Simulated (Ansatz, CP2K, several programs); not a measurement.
Energy against volume for KMgF3 built on the cubic perovskite prototype, at fixed shape and fractional coordinates, computed by several methods (PBE and r2SCAN, where shown, with plane waves in Ansatz); the cell shown is that of r2SCAN. Space group Pm-3m (No. 221), cubic; conventional cell a = 3.980 Å, 12.61 Å³ an atom. Around K lie 12 F at 2.81 Å; around Mg lie 6 F at 1.99 Å; around F lie 2 Mg at 1.99 Å and 4 K at 2.81 Å. (Simulation; spin polarisation is off.) Energies count from each curve's lowest point; fits are third-order Birch-Murnaghan.

```
K Mg F
1.0
     3.98024    0.00000    0.00000
     0.00000    3.98024    0.00000
     0.00000    0.00000    3.98024
K Mg F
1 1 3
Direct
  0.00000 0.00000 0.00000
  0.50000 0.50000 0.50000
  0.50000 0.50000 0.00000
  0.50000 0.00000 0.50000
  0.00000 0.50000 0.50000
```

Question: r2SCAN, on the shape of its own relaxed cell, gives
```csv
V (Å³/atom),E (meV/atom)
11.855,12.58
12.233,3.03
12.611,0.00
12.990,2.54
13.368,9.77
```
What equilibrium volume and bulk modulus follow?

Answer: V₀ = 12.62 Å³ an atom and B₀ = 78 GPa.

Question: PBE, on the shape of its own relaxed cell, gives
```tsv
V (Å³/atom)	E (meV/atom)
12.525	11.28
12.924	2.74
13.324	0.00
13.724	2.42
14.124	8.84
```
What equilibrium volume and bulk modulus follow?

Answer: V₀ = 13.33 Å³ an atom and B₀ = 66 GPa.

PBE/SZV (CP2K), on the shape of the cell shown:
```
V (Å³/atom)  E (meV/atom)
     11.098        206.12
     11.855        101.32
     12.611         37.72
     13.368         10.68
     14.125          0.00
```
The lowest point is an end point, so the minimum isn't bracketed.

PBE/DZVP (CP2K), on the shape of the cell shown:

| V (Å³/atom) | E (meV/atom) |
| --- | --- |
| 11.098 | 129.20 |
| 11.855 | 52.52 |
| 12.611 | 10.24 |
| 13.368 | 0.00 |
| 14.125 | 2.07 |

The points scatter about a smooth fit, so no fit is quoted.

light PBE (260 eV, its own mesh), on the shape of the cell shown:
```tsv
V (Å³/atom)	E (meV/atom)
11.602	170.10
12.107	62.37
12.611	82.64
13.116	132.14
13.620	78.92
14.125	0.00
```
The points scatter about a smooth fit, as a low cutoff and a light mesh can make them, so no fit is quoted.
